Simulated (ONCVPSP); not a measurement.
# Pseudopotential generation for boron: ONCV, PBE

Do these settings give a usable potential? It is generated, then checked for transferability, scattering, ghosts and hardness.

Method: ONCVPSP 4.0.1, PBE, scalar-relativistic.

## Step 1: Settings

Typed settings, in words:

```json
{
  "element": "boron (B, Z = 5)",
  "type": "optimised norm-conserving Vanderbilt (ONCV)",
  "frozen core": "[He]",
  "valence charge": "3",
  "reference configuration": "2s1.5 2p1.5",
  "partial waves": "2s: rc 1.40 bohr, ncon 4, nbas 7, qcut 4.2 1/bohr, local; 2p: rc 2.75 bohr, ncon 5, nbas 8, qcut 4.5 1/bohr, 2 projectors, debl 1.3 Ha; d scattering state at 0.2 Ha: rc 2.75 bohr, ncon 4, nbas 9, qcut 3.8 1/bohr, 3 projectors, debl 1 Ha",
  "local potential": "the s channel",
  "core correction": "Teter function, fcfact 3, rcfact 1.1"
}
```

## Step 2: Generating the potential

Input file B.dat:

```
# ATOM AND REFERENCE CONFIGURATION
# atsym  z   nc   nv     iexc    psfile
  B 5.00    1    2        4      upf
#
#   n    l    f
    1    0    2.00
    2    0    1.50
    2    1    1.50
#
# PSEUDOPOTENTIAL AND OPTIMIZATION
# lmax
    2
#
#   l,   rc,      ep,       ncon, nbas, qcut
    0    1.40    0.00    4    7    4.20
    1    2.75    0.00    5    8    4.50
    2    2.75    0.20    4    9    3.80
#
# LOCAL POTENTIAL
# lloc, lpopt,  rc(5),   dvloc0
    0    5    1.40    0.00
#
# VANDERBILT-KLEINMAN-BYLANDER PROJECTORs
# l, nproj, debl
    0    0    2.90
    1    2    1.30
    2    3    1.00
#
# MODEL CORE CHARGE
# icmod, fcfact, rcfact
    3    3.00    1.10
#
# LOG DERIVATIVE ANALYSIS
# epsh1, epsh2, depsh
   -2.00    5.00    0.02
#
# OUTPUT GRID
# rlmax, drl
    6.00    0.01
#
# TEST CONFIGURATIONS
# ncnf
    4
# nvcnf
#   n    l    f
    2
    2    0    2.00
    2    1    1.00
#
    2
    2    0    2.00
    2    1    0.00
#
    2
    2    0    1.00
    2    1    0.00
#
    2
    2    0    1.00
    2    1    1.00
#
```

Launch:

```sh
$ oncvpsp.x < B.dat > B.out
```

Q: Predict the outcome of this session. Wanted: cutoffs for 1 and 0.1 mHa per electron, occupied waves; bound ghosts; GHOST(+) flags; largest test error; largest phase difference near zero energy, channels read; rms error of d²Exc/dn², without and with the model core.

**Answer**, as computed:

| quantity | value |
| --- | --- |
| cutoffs for 1 and 0.1 mHa per electron, occupied waves | 17 Ha and 53 Ha |
| bound ghosts | none found |
| GHOST(+) flags | none at low energy |
| largest test error (AE − PS) | +286 meV, for 2s1 2p0 |
| largest phase difference near zero energy, channels read | 0.004 rad |
| rms error of d²Exc/dn², without and with the model core | 2.02 and 2.23 mHa |

In words: By total energies transferability is poor: the largest error is 286 meV on 30.7 eV, for 2s1 2p0. By its cutoff, 17 Ha for the looser tolerance, it is soft on the atom at that tolerance. The tighter tolerance needs 53 Ha, and converged work needs a cutoff nearer that. At the looser tolerance the 2s wave is the slowest; 2p needs 8 Ha. The program's ghost test flags no bound state. Near zero energy the phases of the channels with partial waves agree within 0.004 rad.
